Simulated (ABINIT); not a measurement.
The system is NbTe.

```
Te Nb
1.0
     3.70297    0.00000    0.00000
    -1.85149    3.20687    0.00000
     0.00000    0.00000    3.69421
Te Nb
1 1
Cartesian
  1.8515 1.0690 0.0000
  0.0000 0.0000 1.8471
```

The cell comes from a database or a generator and needn't be the stable form of this composition.

| Quantity | Value |
| --- | --- |
| Program | ABINIT 10.8.3 (patched build) |
| Task | relaxation of cell and atoms |
| Functional | PBE |
| Dispersion | D4 |
| Potentials or basis | JTH PAW PBE v2.0 |
| Cutoff | 435 eV |
| k mesh | 8 × 8 × 7 |
| Occupations | fermi-dirac, width 0.05 eV |
| Spin | no spin polarisation |

At the start: pressure -3.1 GPa; volume 21.93 Å³/atom.

Question: Where does the relaxation end?

Answer: Over 5 steps the energy falls by 6.6 meV/atom and the volume is 21.33 Å³/atom (-2.7 %); space group P-6m2 (No. 187, to 0.05 Å).

Step by step:
```
step  energy change (eV)  largest force (eV/Å)  pressure (GPa)  volume (Å³)
   1              0.0000                0.0000           -3.12        43.87
   2             -0.0065                0.0000           -2.05        43.47
   3             -0.0120                0.0000            0.14        42.70
   4             -0.0122                0.0000            0.11        42.70
   5             -0.0132                0.0000            0.00        42.66
```

Final structure:
```
Te Nb
1.0
     3.65086    0.00000    0.00000
    -1.82543    3.16174    0.00000
     0.00000    0.00000    3.69608
Te Nb
1 1
Direct
  0.66667 0.33333 0.00000
  0.00000 0.00000 0.50000
```

Caveat: the log and the count of SCF iterations are those of the last ABINIT call alone; pairwise dispersion overbinds metals, which lowers pressure and volume.
